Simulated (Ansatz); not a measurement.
# AlSe: what a guessed cell relaxes into

Where does this trial cell of AlSe go when cell and atoms are let free?

Computed with Ansatz 0.2.0 (DFT PBE, scalar-relativistic, plane waves, PAW, unless a step's input says otherwise).

## Step 1: The system as given

Symmetry: P6/mmm, No. 191, hexagonal system. The conventional cell has a = 3.120 Å, b = 3.120 Å, c = 5.851 Å, α = 90.00°, β = 90.00°, γ = 120.00°. Al (site symmetry 6/mmm) is surrounded by 2 Se at 2.93 Å and 6 Al at 3.12 Å. Around Se (site symmetry 6/mmm) lie 2 Al at 2.93 Å.

Structure file:

```xyz
2
Lattice="3.1200 0.0000 0.0000 -1.5600 2.7020 0.0000 0.0000 0.0000 5.8513" Properties=species:S:1:pos:R:3 pbc="T T T"
Al    0.0000    0.0000    0.0000
Se    0.0000    0.0000    2.9256
```

Recipe of the guess: random cell by space group and Wyckoff sites (P6/mmm, No. 191). Lengths come from tabulated atomic sizes and are only a guess.

## Step 2: Probe: one point on a coarse mesh

Input file input.yaml:

```yaml
crystal:
  lattice:
    - [3.11996035, 0.0, 0.0]
    - [-1.55998018, 2.70196492, 0.0]
    - [0.0, 0.0, 5.85129295]
  atoms:
    - { symbol: Al, position: [0.0, 0.0, 0.0] }
    - { symbol: Se, position: [0.0, 0.0, 0.5] }
basis:
  ecutwfc: 420
kpoints:
  mp_grid: { grid: [6, 6, 4] }
hamiltonian:
  xc: pbe
scf:
  occupations: { method: gaussian, width: 0.1 }
  lower_state_search: "off"
output:
  forces: true
  stress: true
  eigenvalues: true
```

Run with:

```console
$ ansatz run input.yaml --threads 1 --pin off --max-ram 2048MiB --backend cpu --events-out ev --progress --plain --runs-dir out
```

Output (excerpt; [...] marks lines left out):

```text
Warning: RAYON_NUM_THREADS=1 ignored (pool sized by the plan → 1); use --threads N
[...]
Pseudopotentials: kind: paw
Pseudopotential: Al, paw, valence charge 3, recommended cutoff 420 eV (normal), Al.paw.azcp
Pseudopotential: Se, paw, valence charge 16, recommended cutoff 420 eV (normal), Se.paw.azcp
Functional definition: PBE
[...]
Crystal: 2 atoms, lattice volume = 49.327 Å³
Basis set: ecut = 420 eV, 943 PW (Γ), exchange–correlation on 48×48×80 points (8 copies of the dense FFT grid, shifted against one another)
Bands: 14, of which v1, the nominal top of the filled ones, is band 10 counted from 1 (9 counted from 0)
Symmetry: 24 space group operations
Space group: P6/mmm (ITA 191), of the structure as read, at distance tolerance 3.7e-5 Å
k-points: 21 of 144
[...]
SCF iter   1: F=—  HF=-6006.033522 eV  |F-HF|=—  |Δ(HF+E_count)|=         —  Δρ=2.04e-3  dr2=6.48e-3  ethr=1.77e-3  ⟨swp⟩=5.2  Hψ=1596  notcnv=0
[...]
SCF iter   6: F=-6006.032583 eV  HF=-6006.032583 eV  |F-HF|=1.37e-9  |Δ(HF+E_count)|=   8.02e-8  Δρ=1.31e-6  dr2=1.82e-9  ethr=2.99e-10  ⟨swp⟩=4.1  Hψ=1142  notcnv=0
[...]
SCF converged after 6 iterations
Free energy (F): -6006.032583 eV
[...]
E sigma→0 (E₀):  -6006.027550 eV
Entropy (-TS):   -0.010066 eV (-5.033 meV/atom)
Fermi energy:    6.334228 eV
[...]
--- Forces (eV/Å), atoms counted from 1 ---
  atom   1  Al     0.00000000    -0.00000000     0.00000000
  atom   2  Se     0.00000000     0.00000000     0.00000000
[...]
--- Stress (GPa, compression-positive) ---
       -7.700230      -0.000000       0.000000
       -0.000000      -7.700230       0.000000
        0.000000       0.000000     -11.362177
  P = ⅓ Tr σ = -8.9209 GPa (-89.209 kbar)
--- Band table (eV; the first three rows and the last of 21) ---
  k-point 0: bands = ["-41.8033", "-41.8033", "-41.7334", "-41.7334", "-41.7156", "-7.9746", "-0.4971", "1.2391", "8.5695", "8.5695", "10.7096", "13.9456", "15.7429", "16.5639"]
[...]
```

It took 1.1 s on 1 thread of Arm Neoverse V1, shared host; peak memory 0.28 GiB.

Read-out: pressure -8.9 GPa, largest force 0.00 eV/Å, gap on this mesh none (metal). A cheap, loose relaxation comes first.

## Step 3: Rough relaxation on the coarse mesh

Edit input.yaml of step 2 so:

```diff
@@ -21 +21,6 @@
   eigenvalues: true
+relax:
+  adjacent_minimum: "off"
+  f_tol: 0.04
+  max_steps: 70
+  cell: { stress_tol: 0.4 }
```

Run with:

```console
$ ansatz run input.yaml --threads 1 --pin off --max-ram 2048MiB --backend cpu --events-out ev --progress --plain --runs-dir out
```

Output:

```text
Warning: RAYON_NUM_THREADS=1 ignored (pool sized by the plan → 1); use --threads N
Engine: ansatz 0.2.0, aarch64-unknown-linux-gnu
[... 4 set-up lines as earlier in the session ...]
  parameter kappa = 0.804
  parameter beta = 0.06672455060314922
  exchange = pbe_x(kappa = kappa, mu = beta*pi^2/3)
  correlation = pbe_c(beta = beta)
Crystal: 2 atoms, lattice volume = 49.327 Å³
Basis set: ecut = 420 eV, 943 PW (Γ), exchange–correlation on 48×48×80 points (8 copies of the dense FFT grid, shifted against one another)
Bands: 14, of which v1, the nominal top of the filled ones, is band 10 counted from 1 (9 counted from 0)
[... 2 set-up lines as earlier in the session ...]
k-points: 21 of 144
Non-local potential: Al, projectors of the file, l = 0: 2, l = 1: 2, l = 2: 1
Non-local potential: Se, projectors of the file, l = 0: 2, l = 1: 2, l = 2: 3, l = 3: 1
PAW form: soft (Blöchl's): semilocal exchange-correlation on the pseudo side does not see the compensation charge
PAW one-centre angular grid: Al, 110 points (default); XC on 64 Gauss nodes
PAW one-centre angular grid: Se, 590 points (default); XC on 64 Gauss nodes
Initial density: superposition of atomic densities (neutral atoms: chi_scale 0, normalization atom), corrected by the library's trained network
Initial wavefunctions: pseudopotential atomic-orbital guess
Functional: x = pbe(κ = 0.804, μ = 0.2195149727645171), c = pbe(β = 0.06672455060314922)
SCF iter   1: F=—  HF=-6006.033522 eV  |F-HF|=—  |Δ(HF+E_count)|=         —  Δρ=2.04e-3  dr2=6.48e-3  ethr=1.77e-3  ⟨swp⟩=5.2  Hψ=1596  notcnv=0
preconditioner: auto → none  [insulator: Δε(μ)=0.135 eV  Ē_g=9.557 eV  σ=0.100 eV  W_gap=0.58  n_scr=10 (ndim 8)  ℏωp=15.9 eV  f_vac=0.000  D(μ)=1.92/eV (n_scr^D=22)  ε∞_Penn≈3.8]
SCF iter   2: F=—  HF=-6006.032549 eV  |F-HF|=—  |Δ(HF+E_count)|=   9.74e-4  Δρ=8.65e-4  dr2=4.77e-4  ethr=3.41e-5  ⟨swp⟩=1.0  Hψ=463  notcnv=0
SCF iter   3: F=—  HF=-6006.032561 eV  |F-HF|=—  |Δ(HF+E_count)|=   1.23e-5  Δρ=3.12e-4  dr2=6.21e-5  ethr=2.51e-6  ⟨swp⟩=2.1  Hψ=401  notcnv=0
SCF iter   4: F=—  HF=-6006.032583 eV  |F-HF|=—  |Δ(HF+E_count)|=   2.19e-5  Δρ=3.19e-5  dr2=3.71e-7  ethr=3.27e-7  ⟨swp⟩=2.9  Hψ=493  notcnv=0
iter 5 did not close the SCF: its close was put off for the readings that it lacked (scf_convergence_deferred on its scf_iter line)
SCF iter   5: F=-6006.032583 eV  HF=-6006.032583 eV  |F-HF|=6.77e-8  |Δ(HF+E_count)|=   2.02e-7  Δρ=1.32e-5  dr2=5.70e-8  ethr=1.95e-9  ⟨swp⟩=2.0  Hψ=481  notcnv=0
SCF iter   6: F=-6006.032583 eV  HF=-6006.032583 eV  |F-HF|=1.42e-9  |Δ(HF+E_count)|=   8.04e-8  Δρ=1.31e-6  dr2=1.83e-9  ethr=3.00e-10  ⟨swp⟩=4.1  Hψ=1151  notcnv=0
SCF 1 converged in 6 iterations: F = -6006.032583 eV  dr2 = 1.83e-9
relax step   1: F+E_penalty+E_count = -6006.03258265 eV  Δ(F+E_penalty+E_count) = +0.000e0 eV  max|allowed force component| = 4.109e-33 eV/Å  Δτ_max = 0.0000 Å  P = -8.921 GPa  Ω = 49.327 Å³  (6 SCF iters, dr2 threshold 1.00e-7 eV, accepted)
Crystal: 2 atoms, lattice volume = 43.835 Å³
Basis set: ecut = 420 eV, 847 PW (Γ), exchange–correlation on 48×48×80 points (8 copies of the dense FFT grid, shifted against one another)
Initial density: handed on by an earlier stage of this run
Initial wavefunctions: those handed on with the density
iter 1 solved again at ethr=7.02e-4 eV; its pass at ethr=3.10e-3 eV (dr2=1.33e-1 eV) is discarded
SCF iter   1: F=—  HF=-6006.325873 eV  |F-HF|=—  |Δ(HF+E_count)|=         —  Δρ=7.60e-3  dr2=1.34e-1  ethr=7.02e-4  ⟨swp⟩=1.0  Hψ=1983  notcnv=0
preconditioner: auto → none  [metal: Δε(μ)=0.044 eV  Ē_g=10.060 eV  σ=0.100 eV  W_gap=0.24  n_scr=4 (ndim 8)  ℏωp=16.8 eV  f_vac=0.000  D(μ)=3.08/eV (n_scr^D=36)]
SCF iter   2: F=—  HF=-6006.298340 eV  |F-HF|=—  |Δ(HF+E_count)|=   2.75e-2  Δρ=1.97e-3  dr2=7.08e-3  ethr=7.02e-4  ⟨swp⟩=2.1  Hψ=421  notcnv=0
SCF iter   3: F=—  HF=-6006.297088 eV  |F-HF|=—  |Δ(HF+E_count)|=   1.25e-3  Δρ=6.16e-4  dr2=1.95e-4  ethr=3.72e-5  ⟨swp⟩=1.2  Hψ=427  notcnv=0
SCF iter   4: F=—  HF=-6006.297105 eV  |F-HF|=—  |Δ(HF+E_count)|=   1.69e-5  Δρ=1.33e-4  dr2=1.90e-5  ethr=1.03e-6  ⟨swp⟩=2.6  Hψ=386  notcnv=0
SCF iter   5: F=—  HF=-6006.297101 eV  |F-HF|=—  |Δ(HF+E_count)|=   4.41e-6  Δρ=3.48e-5  dr2=8.03e-7  ethr=1.00e-7  ⟨swp⟩=2.1  Hψ=402  notcnv=0
SCF iter   6: F=—  HF=-6006.297101 eV  |F-HF|=—  |Δ(HF+E_count)|=   5.71e-8  Δρ=1.14e-5  dr2=3.18e-7  ethr=1.05e-9  ⟨swp⟩=5.7  Hψ=1330  notcnv=0
SCF iter   7: F=-6006.297101 eV  HF=-6006.297101 eV  |F-HF|=1.08e-8  |Δ(HF+E_count)|=   5.07e-8  Δρ=2.34e-6  dr2=1.24e-8  ethr=1.05e-9  ⟨swp⟩=4.0  Hψ=729  notcnv=0
SCF 2 converged in 7 iterations: F = -6006.297101 eV  dr2 = 1.24e-8
relax step   2: F+E_penalty+E_count = -6006.29710056 eV  Δ(F+E_penalty+E_count) = -2.645e-1 eV  max|allowed force component| = 4.321e-30 eV/Å  Δτ_max = 0.0000 Å  P = -5.380 GPa  Ω = 43.835 Å³  energy of the carried Pulay correction = +6.564e-4 eV  (7 SCF iters, dr2 threshold 2.00e-7 eV, accepted)
Crystal: 2 atoms, lattice volume = 39.802 Å³
Basis set: ecut = 420 eV, 761 PW (Γ), exchange–correlation on 48×48×80 points (8 copies of the dense FFT grid, shifted against one another)
iter 1 solved again at ethr=2.17e-4 eV; its pass at ethr=3.10e-3 eV (dr2=4.12e-2 eV) is discarded
SCF iter   1: F=—  HF=-6006.406098 eV  |F-HF|=—  |Δ(HF+E_count)|=         —  Δρ=5.13e-3  dr2=4.14e-2  ethr=2.17e-4  ⟨swp⟩=1.0  Hψ=2023  notcnv=0
preconditioner: auto → none  [metal: Δε(μ)=0.037 eV  Ē_g=10.694 eV  σ=0.100 eV  W_gap=0.20  n_scr=4 (ndim 8)  ℏωp=17.7 eV  f_vac=0.000  D(μ)=3.46/eV (n_scr^D=36)]
SCF iter   2: F=—  HF=-6006.399286 eV  |F-HF|=—  |Δ(HF+E_count)|=   6.81e-3  Δρ=1.22e-3  dr2=4.76e-4  ethr=2.17e-4  ⟨swp⟩=2.0  Hψ=341  notcnv=0
SCF iter   3: F=—  HF=-6006.399249 eV  |F-HF|=—  |Δ(HF+E_count)|=   3.73e-5  Δρ=5.18e-4  dr2=6.33e-5  ethr=2.51e-6  ⟨swp⟩=2.0  Hψ=347  notcnv=0
SCF iter   4: F=—  HF=-6006.399226 eV  |F-HF|=—  |Δ(HF+E_count)|=   2.29e-5  Δρ=5.08e-5  dr2=1.36e-6  ethr=3.33e-7  ⟨swp⟩=2.7  Hψ=489  notcnv=0
iter 5 did not close the SCF: its close was put off for the readings that it lacked (scf_convergence_deferred on its scf_iter line)
SCF iter   5: F=-6006.399224 eV  HF=-6006.399224 eV  |F-HF|=1.19e-7  |Δ(HF+E_count)|=   2.42e-6  Δρ=1.57e-5  dr2=1.50e-7  ethr=7.16e-9  ⟨swp⟩=2.0  Hψ=488  notcnv=0
SCF iter   6: F=-6006.399224 eV  HF=-6006.399224 eV  |F-HF|=1.48e-9  |Δ(HF+E_count)|=   4.01e-8  Δρ=2.91e-6  dr2=2.40e-9  ethr=7.90e-10  ⟨swp⟩=2.8  Hψ=1130  notcnv=0
SCF 3 converged in 6 iterations: F = -6006.399224 eV  dr2 = 2.40e-9
relax step   3: F+E_penalty+E_count = -6006.39922379 eV  Δ(F+E_penalty+E_count) = -1.021e-1 eV  max|allowed force component| = 2.311e-33 eV/Å  Δτ_max = 0.0000 Å  P = -1.220 GPa  Ω = 39.802 Å³  energy of the carried Pulay correction = +1.188e-3 eV  (6 SCF iters, dr2 threshold 2.00e-7 eV, accepted)
Crystal: 2 atoms, lattice volume = 38.727 Å³
Basis set: ecut = 420 eV, 737 PW (Γ), exchange–correlation on 48×48×80 points (8 copies of the dense FFT grid, shifted against one another)
iter 1 solved again at ethr=9.51e-7 eV; its pass at ethr=3.10e-3 eV (dr2=1.81e-4 eV) is discarded
SCF iter   1: F=—  HF=-6006.403998 eV  |F-HF|=—  |Δ(HF+E_count)|=         —  Δρ=8.39e-4  dr2=1.83e-4  ethr=9.51e-7  ⟨swp⟩=2.5  Hψ=2198  notcnv=0
preconditioner: auto → none  [metal: Δε(μ)=0.012 eV  Ē_g=10.880 eV  σ=0.100 eV  W_gap=0.07  n_scr=4 (ndim 8)  ℏωp=17.9 eV  f_vac=0.000  D(μ)=3.01/eV (n_scr^D=36)]
SCF iter   2: F=—  HF=-6006.403937 eV  |F-HF|=—  |Δ(HF+E_count)|=   6.05e-5  Δρ=4.30e-4  dr2=4.90e-5  ethr=9.51e-7  ⟨swp⟩=1.0  Hψ=294  notcnv=0
SCF iter   3: F=—  HF=-6006.403931 eV  |F-HF|=—  |Δ(HF+E_count)|=   6.31e-6  Δρ=5.82e-5  dr2=3.09e-6  ethr=2.58e-7  ⟨swp⟩=2.0  Hψ=399  notcnv=0
iter 4 did not close the SCF: its close was put off for the readings that it lacked (scf_convergence_deferred on its scf_iter line)
SCF iter   4: F=-6006.403930 eV  HF=-6006.403930 eV  |F-HF|=5.83e-9  |Δ(HF+E_count)|=   1.13e-6  Δρ=8.46e-6  dr2=1.86e-8  ethr=1.63e-8  ⟨swp⟩=2.2  Hψ=472  notcnv=0
iter 5 did not close the SCF: its close was put off for the readings that it lacked (scf_convergence_deferred on its scf_iter line)
SCF iter   5: F=-6006.403930 eV  HF=-6006.403930 eV  |F-HF|=4.08e-10  |Δ(HF+E_count)|=   1.16e-8  Δρ=1.39e-6  dr2=7.60e-10  ethr=9.79e-11  ⟨swp⟩=3.0  Hψ=498  notcnv=0
SCF iter   6: F=-6006.403930 eV  HF=-6006.403930 eV  |F-HF|=5.82e-11  |Δ(HF+E_count)|=  5.55e-11  Δρ=2.93e-7  dr2=7.37e-11  ethr=4.00e-12  ⟨swp⟩=1.0  Hψ=862  notcnv=0
SCF 4 converged in 6 iterations: F = -6006.403930 eV  dr2 = 7.37e-11
relax step   4: F+E_penalty+E_count = -6006.40392997 eV  Δ(F+E_penalty+E_count) = -4.706e-3 eV  max|allowed force component| = 4.109e-33 eV/Å  Δτ_max = 0.0000 Å  P = +0.400 GPa  Ω = 38.727 Å³  energy of the carried Pulay correction = +1.338e-3 eV  (6 SCF iters, dr2 threshold 2.00e-7 eV, accepted)
Crystal: 2 atoms, lattice volume = 38.905 Å³
iter 1 solved again at ethr=4.28e-6 eV; its pass at ethr=3.10e-3 eV (dr2=8.12e-4 eV) is discarded
SCF iter   1: F=—  HF=-6006.404627 eV  |F-HF|=—  |Δ(HF+E_count)|=         —  Δρ=6.61e-4  dr2=7.87e-4  ethr=4.28e-6  ⟨swp⟩=2.4  Hψ=1828  notcnv=0
preconditioner: auto → none  [metal: Δε(μ)=0.080 eV  Ē_g=10.856 eV  σ=0.100 eV  W_gap=0.39  n_scr=2 (ndim 8)  ℏωp=17.9 eV  f_vac=0.000  D(μ)=2.80/eV (n_scr^D=34)]
SCF iter   2: F=—  HF=-6006.404470 eV  |F-HF|=—  |Δ(HF+E_count)|=   1.57e-4  Δρ=1.14e-4  dr2=6.33e-6  ethr=4.14e-6  ⟨swp⟩=1.7  Hψ=310  notcnv=0
SCF iter   3: F=—  HF=-6006.404444 eV  |F-HF|=—  |Δ(HF+E_count)|=   2.59e-5  Δρ=4.62e-5  dr2=9.31e-7  ethr=3.33e-8  ⟨swp⟩=1.9  Hψ=333  notcnv=0
iter 4 did not close the SCF: its close was put off for the readings that it lacked (scf_convergence_deferred on its scf_iter line)
SCF iter   4: F=-6006.404444 eV  HF=-6006.404444 eV  |F-HF|=8.29e-10  |Δ(HF+E_count)|=   8.17e-9  Δρ=6.25e-6  dr2=1.27e-8  ethr=4.90e-9  ⟨swp⟩=2.0  Hψ=374  notcnv=0
iter 5 did not close the SCF: its close was put off for the readings that it lacked (scf_convergence_deferred on its scf_iter line)
SCF iter   5: F=-6006.404444 eV  HF=-6006.404444 eV  |F-HF|=3.22e-9  |Δ(HF+E_count)|=   7.78e-9  Δρ=1.16e-6  dr2=1.15e-9  ethr=6.67e-11  ⟨swp⟩=2.0  Hψ=492  notcnv=0
SCF iter   6: F=-6006.404444 eV  HF=-6006.404444 eV  |F-HF|=1.46e-10  |Δ(HF+E_count)|=   1.24e-9  Δρ=3.61e-7  dr2=1.04e-10  ethr=6.07e-12  ⟨swp⟩=1.0  Hψ=856  notcnv=0
SCF 5 converged in 6 iterations: F = -6006.404444 eV  dr2 = 1.04e-10
relax step   5: F+E_penalty+E_count = -6006.40444384 eV  Δ(F+E_penalty+E_count) = -5.139e-4 eV  max|allowed force component| = 5.136e-34 eV/Å  Δτ_max = 0.0000 Å  P = +0.083 GPa  Ω = 38.905 Å³  energy of the carried Pulay correction = +1.313e-3 eV  (6 SCF iters, dr2 threshold 2.00e-7 eV, accepted)
Basis set: ecut = 420 eV, 737 PW (Γ), exchange–correlation on 40×40×72 points (8 copies of the dense FFT grid, shifted against one another)
Initial wavefunctions: pseudopotential atomic-orbital guess (no wavefunctions were taken with the density)
iter 1 solved again at ethr=2.81e-7 eV; its pass at ethr=3.10e-3 eV (dr2=5.34e-5 eV) is discarded
SCF iter   1: F=—  HF=-6006.403779 eV  |F-HF|=—  |Δ(HF+E_count)|=         —  Δρ=7.14e-5  dr2=2.13e-7  ethr=2.81e-7  ⟨swp⟩=2.3  Hψ=2210  notcnv=0
preconditioner: auto → none  [metal: Δε(μ)=0.059 eV  Ē_g=10.848 eV  σ=0.100 eV  W_gap=0.30  n_scr=2 (ndim 8)  ℏωp=17.9 eV  f_vac=0.000  D(μ)=2.91/eV (n_scr^D=36)]
SCF iter   2: F=—  HF=-6006.403781 eV  |F-HF|=—  |Δ(HF+E_count)|=   1.94e-6  Δρ=3.82e-5  dr2=9.23e-8  ethr=1.12e-9  ⟨swp⟩=2.0  Hψ=492  notcnv=0
SCF iter   3: F=—  HF=-6006.403781 eV  |F-HF|=—  |Δ(HF+E_count)|=   5.12e-7  Δρ=1.12e-5  dr2=7.08e-9  ethr=4.86e-10  ⟨swp⟩=2.0  Hψ=390  notcnv=0
iter 4 did not close the SCF: its close was put off for the readings that it lacked (scf_convergence_deferred on its scf_iter line)
SCF iter   4: F=-6006.403781 eV  HF=-6006.403781 eV  |F-HF|=3.97e-10  |Δ(HF+E_count)|=   5.01e-8  Δρ=1.25e-6  dr2=2.16e-10  ethr=3.73e-11  ⟨swp⟩=2.1  Hψ=401  notcnv=0
iter 5 did not close the SCF: its close was put off for the readings that it lacked (scf_convergence_deferred on its scf_iter line)
SCF iter   5: F=-6006.403781 eV  HF=-6006.403781 eV  |F-HF|=3.18e-11  |Δ(HF+E_count)|=  4.31e-10  Δρ=1.83e-7  dr2=3.68e-11  ethr=1.14e-12  ⟨swp⟩=2.0  Hψ=384  notcnv=0
SCF iter   6: F=-6006.403781 eV  HF=-6006.403781 eV  |F-HF|=1.82e-12  |Δ(HF+E_count)|=  5.46e-12  Δρ=2.60e-8  dr2=6.27e-14  ethr=1.00e-12  ⟨swp⟩=2.0  Hψ=854  notcnv=0
SCF 6 converged in 6 iterations: F = -6006.403781 eV  dr2 = 6.27e-14
relax step   6: F+E_penalty+E_count = -6006.40378148 eV  Δ(F+E_penalty+E_count) = +6.624e-4 eV  max|allowed force component| = 8.474e-33 eV/Å  Δτ_max = 0.0000 Å  P = +0.068 GPa  Ω = 38.905 Å³  stress off target by 1.54e-1 GPa  SCF on the basis re-selected at this cell (its energy is not comparable with the rows above)  (6 SCF iters)
basis re-selected at this cell: Δ(F+E_penalty+E_count) = +6.624e-4 eV, ΔP = -0.014 GPa vs the last step (what re-selecting the basis moved, of the pressure what is left beyond the Pulay correction that the steps carried, after the strain that the cell walked since its last selection, with what the two solves' SCF thresholds leave and, on support functions, any second-order correction that the steps lacked; it is no measure of the basis error at this ecutwfc). The dense FFT grid was sized anew with the basis: this SCF ran on 20×20×36 points, the steps before it on 24×24×40, so part of this shift can come from that change (see relax.cell in the input reference). This SCF's stress stands 1.54e-1 GPa from its target on what of the cell is left free (relax.cell.stress_tol is 4.00e-1 GPa) and its largest allowed force component is 8.47e-33 eV/Å (relax.f_tol is 4.00e-2 eV/Å): within both
SCF converged after 6 iterations
Free energy (F): -6006.403781 eV
Harris-Foulkes:  -6006.403781 eV  (|F-HF|=1.82e-12)
Internal energy: -6006.389206 eV  (E = F + TS)
E sigma→0 (E₀):  -6006.396494 eV
Entropy (-TS):   -0.014576 eV (-7.288 meV/atom)
Fermi energy:    9.205270 eV
--- Per-component energies (eV) ---
  E_band       = -361.458717
  E_kinetic    = 140.120208
  E_local      = -2882.843471  (includes V_loc(G=0)·N_el)
  E_nonlocal   = -584.738251
  E_hartree    = 1439.130648
  E_xc         = -143.370891
  E_vxc        = -126.493744  (∫ρ·V_xc dr)
  E_paw        = -2379.040016  (= ΣΔE_a)
  E_vpaw       = 214.235840  (= ΣTr[D̂ρ^β])
  E_aug_tail   = -0.000602  (compensation charges beyond the density's cutoff)
  E_ewald      = -1595.646832
  E_smearing   = -0.014576  (= −TS)
  E_closure    = 0.000000  (closes the sum)
  Σ components = -6006.403781   (vs F -6006.403781, Δ=0.00e0)
--- Forces (eV/Å), atoms counted from 1 ---
  atom   1  Al     0.00000000     0.00000000     0.00000000
  atom   2  Se     0.00000000    -0.00000000     0.00000000
  max |Σ_I F_I| component: 1.59e-32 eV/Å
--- Stress (GPa, compression-positive) ---
        0.153778       0.000000       0.000000
        0.000000       0.153778       0.000000
        0.000000       0.000000      -0.103209
  P = ⅓ Tr σ = 0.0681 GPa (0.681 kbar)
--- Band table (eV; the first three rows and the last of 21) ---
  k-point 0: bands = ["-39.1444", "-39.1444", "-39.0883", "-39.0883", "-39.0857", "-6.4693", "2.0685", "2.6648", "12.1414", "12.1414", "16.1338", "17.5548", "20.5450", "20.5450"]
  k-point 1: bands = ["-39.1444", "-39.1444", "-39.0883", "-39.0883", "-39.0857", "-6.4088", "0.5420", "5.0175", "12.1574", "12.1574", "12.7108", "19.1347", "20.8351", "20.8351"]
  k-point 2: bands = ["-39.1444", "-39.1444", "-39.0883", "-39.0883", "-39.0856", "-6.3449", "-0.1131", "7.4497", "9.7385", "12.1736", "12.1736", "19.4764", "20.4183", "20.4183"]
  k-point 20: bands = ["-39.1359", "-39.1359", "-39.0925", "-39.0925", "-39.0763", "-2.8382", "4.6045", "4.6045", "5.0453", "8.1417", "8.1417", "13.4663", "14.7411", "17.9353"]
--- Relaxed structure (5 steps of the walk, 5 accepted, 1 SCFs on fresh bases) ---
  F+E_penalty+E_count = -6006.40378148 eV   max|allowed force component| = 8.474e-33 eV/Å   (the final SCF, on the basis selected at the relaxed cell)
  cell:  # Å, volume = 38.9048 Å³
    - [2.943306450758982, 2.723301811590439e-9, 0.0]
    - [-1.4716532277379395, 2.5489781561182396, 0.0]
    - [0.0, 0.0, 5.185637043952718]
  atoms:
    - { symbol: Al, position: [2.1379254919110466e-36, 2.66831690775168e-36, 0.0] }
    - { symbol: Se, position: [-2.1379254919110466e-36, -2.6683169077516792e-36, 0.5] }
```

Wall time 6.8 s (1 thread of Arm Neoverse V1, shared host); peak memory 0.3 GiB.

Step by step:

| step | energy from step 1 (eV/cell) | largest force component (eV/Å) | pressure (GPa) | volume (Å³) |
| --- | --- | --- | --- | --- |
| 1 | 0.0000 | 0.0000 | -8.92 | 49.33 |
| 2 | -0.2645 | 0.0000 | -5.38 | 43.83 |
| 3 | -0.3666 | 0.0000 | -1.22 | 39.80 |
| 4 | -0.3713 | 0.0000 | 0.40 | 38.73 |
| 5 | -0.3719 | 0.0000 | 0.08 | 38.90 |
| 6 | -0.3712 | 0.0000 | 0.07 | 38.90 |

Step 1 is the start. Step 6 repeats the geometry before it on a plane-wave basis chosen anew for that cell, so its energy need not be comparable with the rows above.

|  | before | after | change |
| --- | --- | --- | --- |
| a (Å) | 3.120 | 2.943 | -5.7 % |
| b (Å) | 3.120 | 2.943 | -5.7 % |
| c (Å) | 5.851 | 5.186 | -11.4 % |
| volume (Å³/atom) | 24.66 | 19.45 | -21.1 % |
| shortest distance (Å) | 2.926 | 2.593 | -11.4 % |
| space group (0.01 Å) | P6/mmm | P6/mmm | same |

The run keeps the 24 symmetry operations of the start, so it could not have lowered the symmetry.

(Part 1 of 2 ends here.)
